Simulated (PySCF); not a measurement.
# Ge₂H₇NSe+ (doublet): open-shell or spin-flip excitations

What do calculations give for the open-shell or spin-flip excitations of Ge₂H₇NSe+ (doublet) (`[NH2][GeH2][Se][GeH3]`)?

Computed with PySCF 2.14.0 and routines of our own; the level stands in each step. Atoms count from 0.

### 1 The system as given

11 atoms, charge 1, multiplicity 2; geometry from: GFN2-xTB.

### 2 Open-shell or spin-flip excitations: unrestricted TDDFT wB97X-D/def2-SVP

What the job is given:

```
{"job": {"kind": "uabs", "xc": "wB97X-D", "basis": "def2-SVP", "nstates": 10, "tda": false}, "charge": 1, "multiplicity": 2}
N     -2.279629     0.736333    -0.506073
Ge    -1.312412    -0.504287     0.329196
Se     0.684477     0.665666     1.209066
Ge     2.465894    -0.121395    -0.167913
H     -2.930987     1.342374    -0.025303
H     -2.081351     1.083367    -1.434444
H     -2.062717    -0.984756     1.528292
H     -0.824537    -1.499182    -0.685254
H      2.042416    -1.422419    -0.784687
H      3.637894    -0.241195     0.749814
H      2.666378     0.948166    -1.198736
```

Level: unrestricted TDDFT wB97X-D/def2-SVP, vertical, gas phase, core orbitals frozen in the response.

Run with:

```bash
OMP_NUM_THREADS=1 python excited_run.py task.json out
```

The driver reads the jobs from task.json and runs them one after another.

Output:

```text
coarse grid: 44592 points
cycle   1  E = -6613.5040983596  dE = -1.740e+00  |g| = 4.146e-01  |ddm| = 2.319e+00
cycle   2  E = -6613.5357906872  dE = -3.169e-02  |g| = 3.931e-01  |ddm| = 6.515e-01
cycle   3  E = -6613.5730806905  dE = -3.729e-02  |g| = 4.290e-02  |ddm| = 2.482e-01
cycle   4  E = -6613.5744116366  dE = -1.331e-03  |g| = 2.562e-02  |ddm| = 7.292e-02
cycle   5  E = -6613.5751593962  dE = -7.478e-04  |g| = 1.569e-02  |ddm| = 4.508e-02
cycle   6  E = -6613.5755554877  dE = -3.961e-04  |g| = 7.668e-03  |ddm| = 3.242e-02
cycle   7  E = -6613.5758842584  dE = -3.288e-04  |g| = 5.838e-03  |ddm| = 4.054e-02
cycle   8  E = -6613.5761218983  dE = -2.376e-04  |g| = 3.987e-03  |ddm| = 4.054e-02
cycle   9  E = -6613.5762969045  dE = -1.750e-04  |g| = 2.248e-03  |ddm| = 4.441e-02
cycle  10  E = -6613.5763750326  dE = -7.813e-05  |g| = 1.083e-03  |ddm| = 3.640e-02
cycle  11  E = -6613.5763909871  dE = -1.595e-05  |g| = 6.186e-04  |ddm| = 1.527e-02
cycle  12  E = -6613.5763959052  dE = -4.918e-06  |g| = 3.353e-04  |ddm| = 9.570e-03
final grid: 87752 points
cycle  13  E = -6613.5757706770  dE = -1.161e-06  |g| = 4.207e-04  |ddm| = 1.701e-03
cycle  14  E = -6613.5757709446  dE = -2.676e-07  |g| = 3.721e-04  |ddm| = 9.040e-04
cycle  15  E = -6613.5757710554  dE = -1.108e-07  |g| = 1.502e-04  |ddm| = 4.012e-04
cycle  16  E = -6613.5757712618  dE = -2.064e-07  |g| = 9.831e-05  |ddm| = 1.050e-03
cycle  17  E = -6613.5757713644  dE = -1.026e-07  |g| = 8.172e-05  |ddm| = 8.528e-04
cycle  18  E = -6613.5757714094  dE = -4.500e-08  |g| = 4.181e-05  |ddm| = 6.010e-04
cycle  19  E = -6613.5757714303  dE = -2.096e-08  |g| = 3.581e-05  |ddm| = 4.213e-04
cycle  20  E = -6613.5757714450  dE = -1.466e-08  |g| = 1.851e-05  |ddm| = 4.693e-04
cycle  21  E = -6613.5757714482  dE = -3.240e-09  |g| = 1.156e-05  |ddm| = 1.941e-04
cycle  22  E = -6613.5757714497  dE = -1.470e-09  |g| = 6.431e-06  |ddm| = 1.412e-04
cycle  23  E = -6613.5757714502  dE = -4.829e-10  |g| = 2.372e-06  |ddm| = 1.061e-04
converged SCF energy = -6613.5757714502

Static polarisability (au): isotropic 96.059, principal 65.362 74.565 148.248

<S^2> of the reference = 0.7550 (exact 0.7500)

Excitations
state   eV       nm        f      <S^2>   main configurations
  1   0.7431   1668.5   0.00776   0.767   Hb->Lb 0.81, H-1b->Lb 0.14
  2   1.7276    717.7   0.00951   0.764   H-1b->Lb 0.79, Hb->Lb 0.11
  3   2.9561    419.4   0.03692   0.782   H-2b->Lb 0.69, H-4b->Lb 0.18
  4   3.9401    314.7   0.00577   0.772   H-4b->Lb 0.50, H-3b->Lb 0.30, H-2b->Lb 0.18
  5   4.0297    307.7   0.02379   0.776   H-3b->Lb 0.68, H-4b->Lb 0.25
  6   4.3877    282.6   0.00066   0.771   H-5b->Lb 0.97
  7   5.1755    239.6   0.00215   0.784   H-6b->Lb 0.95
  8   5.3621    231.2   0.00195   2.592   Hb->L+1b 0.44, Ha->La 0.23, Hb->L+2b 0.17
  9   6.2292    199.0   0.00146   2.381   Hb->L+2b 0.49, Hb->L+1b 0.22
 10   6.4344    192.7   0.22363   0.810   Ha->La 0.53, Hb->L+1b 0.19, H-1a->La 0.09
```

It took 1.9 min on 1 thread of Arm Neoverse N1, shared host; peak memory 0.61 GiB.

In short:

```csv
quantity,value
⟨S²⟩,0.755
```

Löwdin spin populations:

```csv
atom,value (e)
N0,0.11
Ge1,-0.02
Se2,0.87
Ge3,0.00
H4,0.00
H5,0.00
H6,0.00
H7,0.00
H8,0.00
H9,0.01
H10,0.02
```

### 3 Open-shell or spin-flip excitations: unrestricted TDA PBE/Sadlej pVTZ

Settings changed since step 2:

```diff
@@ -1,2 +1,2 @@
-{"job": {"kind": "uabs", "xc": "wB97X-D", "basis": "def2-SVP", "nstates": 10, "tda": false}, "charge": 1, "multiplicity": 2}
+{"job": {"kind": "uabs", "xc": "PBE", "basis": "Sadlej pVTZ", "nstates": 2, "tda": true, "grid": 3, "scf": {"aux": "def2-universal-jkfit", "fallback": true}}, "charge": 1, "multiplicity": 2}
 N     -2.279629     0.736333    -0.506073
```

With the program's defaults for keys left out, this is: unrestricted TDA PBE/Sadlej pVTZ, vertical, gas phase, core orbitals frozen in the response.

Output:

```text
final grid: 144264 points
cycle   1  E = -6612.9196915308  dE = -6.392e+00  |g| = 1.403e+00  |ddm| = 5.204e+03
cycle   2  E = -6611.7257711402  dE =  1.194e+00  |g| = 2.117e+00  |ddm| = 4.149e+00
cycle   3  E = -6612.7235523785  dE = -9.978e-01  |g| = 8.314e-01  |ddm| = 3.230e+00
cycle   4  E = -6613.0993655747  dE = -3.758e-01  |g| = 1.827e-01  |ddm| = 1.170e+00
cycle   5  E = -6613.1044982124  dE = -5.133e-03  |g| = 1.061e-01  |ddm| = 3.587e-01
cycle   6  E = -6613.1071718405  dE = -2.674e-03  |g| = 2.161e-02  |ddm| = 1.400e-01
cycle   7  E = -6613.1071064566  dE =  6.538e-05  |g| = 1.633e-02  |ddm| = 5.301e-02
cycle   8  E = -6613.1071787358  dE = -7.228e-05  |g| = 1.460e-02  |ddm| = 6.037e-02
cycle   9  E = -6613.1073327260  dE = -1.540e-04  |g| = 2.150e-03  |ddm| = 2.498e-02
cycle  10  E = -6613.1073326555  dE =  7.051e-08  |g| = 2.142e-03  |ddm| = 5.442e-03
cycle  11  E = -6613.1073357931  dE = -3.138e-06  |g| = 4.807e-04  |ddm| = 3.293e-03
cycle  12  E = -6613.1073359214  dE = -1.282e-07  |g| = 8.233e-05  |ddm| = 7.801e-04
cycle  13  E = -6613.1073359247  dE = -3.325e-09  |g| = 2.821e-05  |ddm| = 1.576e-04
cycle  14  E = -6613.1073359251  dE = -3.920e-10  |g| = 1.119e-05  |ddm| = 6.984e-05
converged SCF energy = -6613.1073359251

Static polarisability (au): isotropic 114.562, principal 78.416 87.718 177.551

<S^2> of the reference = 0.7534 (exact 0.7500)

Excitations
state   eV       nm        f      <S^2>   main configurations
  1   1.1177   1109.3   0.02278   0.755   Hb->Lb 0.79, H-1b->Lb 0.16
  2   1.8667    664.2   0.02705   0.755   H-1b->Lb 0.79, Hb->Lb 0.10
```

It took 3.4 min on 1 thread of Arm Neoverse N1, shared host; peak memory 0.81 GiB.

From this job:

```
quantity  value
    ⟨S²⟩  0.753
```

### 4 Summary of results

```
                                                                                           quantity                        value
lowest and brightest state of nearly pure spin, of 10 (step 2, unrestricted TDDFT wB97X-D/def2-SVP)  0.74 eV; 6.43 eV, f = 0.224
    lowest and brightest state of nearly pure spin, of 2 (step 3, unrestricted TDA PBE/Sadlej pVTZ)  1.12 eV; 1.87 eV, f = 0.027
```

**Reading.** States whose ⟨S²⟩ lies well above the reference's are mixtures of spin states, an artefact of the unrestricted response, and are left out of the summary. The lowest state of nearly pure spin runs from 0.74 to 1.12 eV over the runs.
